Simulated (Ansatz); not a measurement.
# CHGe2+ (singlet): the correlation ladder, cc-pVDZ

One table from this session's results is given with a row withheld; the runs are named, their logs left out.

Method: cc-pVDZ, core rule «outside noble gas», up to 29 orbitals frozen; program: Ansatz 0.2.0, Gaussian basis.

Plan: UHF; CCSD(T) on RHF; BCCD(T) on RHF; CISD; CCSDT(Q) on RHF; CCSDT(Q) on UHF; CASSCF and MRCISD+Q, 8 electrons in 8 orbitals; CASSCF and NEVPT2, 8 electrons in 8 orbitals.

19 further runs of the same task are left out: 10 that didn't finish, 9 set aside as unsound or not needed. Runs told in other sessions of the task aren't counted.

**The geometry**

The geometry is a PBE0/def2-TZVP stationary point (not a proven minimum) of the parent state, kept for this charge and spin. No spin-orbit coupling is included. The filled d shell of Ge may be among the frozen orbitals whatever the setting's name suggests.

4 atoms, charge 1, spin multiplicity 1.

Atoms are counted from 1 here; the program's logs count them from 0.

Bond lengths: C1–Ge2 1.859 Å, C1–Ge3 1.859 Å, Ge2–H4 1.805 Å, Ge3–H4 1.805 Å. Angles: Ge2–C1–Ge3 97.3°, C1–Ge2–H4 80.8°, C1–Ge3–H4 80.8°, Ge2–H4–Ge3 101.2°.

The first run:

Input file in.yaml:

```yaml
crystal:
  periodic: [false, false, false]
  atoms:
    - {symbol: C, position_ang: [0.000000, 1.142498, 0.000000]}
    - {symbol: Ge, position_ang: [0.000000, -0.085908, 1.395128]}
    - {symbol: Ge, position_ang: [0.000000, -0.085908, -1.395128]}
    - {symbol: H, position_ang: [0.000000, -1.231762, 0.000000]}
basis:
  gaussian: {orbitals: cc-pVDZ}
total_charge: 1
magnetization: {spin_polarized: true, initial_magnetization: 0}
hamiltonian: {xc: hf}
output: {orbitals: {seedname: orbitals}}
```

Launch:

```bash
$ ansatz run in.yaml --threads 1 --pin off --events-out ev --progress --plain --max-ram 2393MiB
```

Among the steps run: UHF; CCSD(T) on RHF; BCCD(T) on RHF; CISD; CCSDT(Q) on RHF; CCSDT(Q) on UHF; CASSCF and MRCISD+Q, 8 electrons in 8 orbitals; CASSCF and NEVPT2, 8 electrons in 8 orbitals.

One table of the session follows, with a row left open; its other results are not shown here.

It belongs to the step «Misses and costs». 

| method | from RCCSDT(Q) (meV) |
| --- | --- |
| RHF | +8506.0 |
| RMP2 | +1699.6 |
| RCCSD | ? |
| RCCSD(T) | +111.9 |
| BCCD(T) | +103.8 |
| RCCSDT | +55.6 |
| RCCSDT(Q) | 0 |
| CASSCF frontier | +5804.3 |
| NEVPT2 frontier | +1547.3 |
| MRCISD frontier | +736.8 |
| MRCISD+Q frontier | +118.5 |

Estimate the missing values for RCCSD.

**Answer.** from RCCSDT(Q) (meV): +573.4. In the column «from RCCSDT(Q) (meV)» it lies between MRCISD+Q frontier (+118.5) and MRCISD frontier (+736.8).

Not comparable, so not listed: CISD; CCSDT(Q) on UHF (they don't share determinant, frozen orbitals or solution with the rows shown, or repeat one).
